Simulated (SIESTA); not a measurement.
**AgRh in SIESTA: the effect of strain zz**

AgRh:

```
Ag Rh
1.0
     2.77759    0.00000    0.00000
    -1.38879    2.40546    0.00000
     0.00000    0.00000    4.61626
Ag Rh
1 1
Direct
  0.00000 0.00000 0.50000
  0.66667 0.33333 0.00000
```

The cell comes from a database or a generator and needn't be the stable form of this composition.

The cell isn't the ideal one: cell strained along z.

Alike in all runs:

| Item | Value |
| --- | --- |
| Program | SIESTA 5.4.2 |
| Task | band structure |
| Functional | PBE |
| Potentials or basis | PseudoDojo 0.4 standard (PBE files) |
| Basis | DZP (energy shift 0.003 Ry; two zetas on semicore shells) |
| Grid cutoff | 800 Ry |
| Energy shift | 0.003 Ry |
| k mesh | 11 × 11 × 6 |
| Occupations | fermi-dirac, width 0.05 eV |
| Spin | no spin polarisation |

Problem. One run gave: pressure 5.8 GPa. Which strain zz did it use?
A. -0.04
B. -0.02
C. 0.04
D. -0.01
E. 0

Solution. A.

```csv
strain zz,pressure (GPa)
-0.04,5.8
-0.02,2.2
-0.01,0.6
0,-0.7
0.01,-2.1
0.02,-3.3
0.04,-5.3
```

Caveats: short orbitals over semicore shells can move pressures by several GPa; the basis of atomic orbitals isn't converged, which shifts pressures, moduli and gaps.
